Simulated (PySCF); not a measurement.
# C2H6O3Si: the cost of one run

The runs use PySCF 2.14.0, with density-fitted response routines of our own; the level of theory stands in each step. All values are computed, except where a source is named. Atoms count from 0, in the outputs and in this text.

## (1) The starting structure

12 atoms, charge 0, multiplicity 1; geometry from: GFN2-xTB. The atoms were then displaced at random by about 0.01 Å, so the start is not that level's minimum.

Bonds of the start (Å): O0–C1 1.19, C1–C2 1.49, C2–O3 1.43, O3–Si4 1.62, Si4–O5 1.62, C1–H6 1.09, C2–H7 1.08, C2–H8 1.12, Si4–H9 1.44, Si4–H10 1.47, O5–H11 0.96.

## (2) Optimising the geometry at PBE0-D3(BJ)/def2-SVP

The job: settings as JSON, then the geometry in Å.

```
{"job": {"xc": "PBE0", "basis": "def2-SVP", "d3": "d3bj", "grid": 1, "shake": 0.01, "kind": "geom"}, "charge": 0, "multiplicity": 1}
O     -1.021580     1.594950    -0.224250
C     -1.707080     0.645810     0.002880
C     -1.154170    -0.720680     0.227770
O      0.269560    -0.782390     0.174970
Si     1.323740     0.394710    -0.164040
O      2.730650    -0.377560     0.044440
H     -2.794560     0.688060     0.068500
H     -1.558380    -1.387310    -0.520880
H     -1.481220    -1.057570     1.243040
H      1.196220     0.834970    -1.531230
H      1.407710     1.435810     0.865760
H      2.828800    -1.297060    -0.196000
```

Started as:

```sh
OMP_NUM_THREADS=1 python probes_run.py task.json out
```

This one command runs all jobs of the session in turn.

Q: Estimate the wall time and peak memory of this first job on 1 thread of Arm Neoverse V1, shared host.

About 64 s, with a peak of 0.51 GiB.
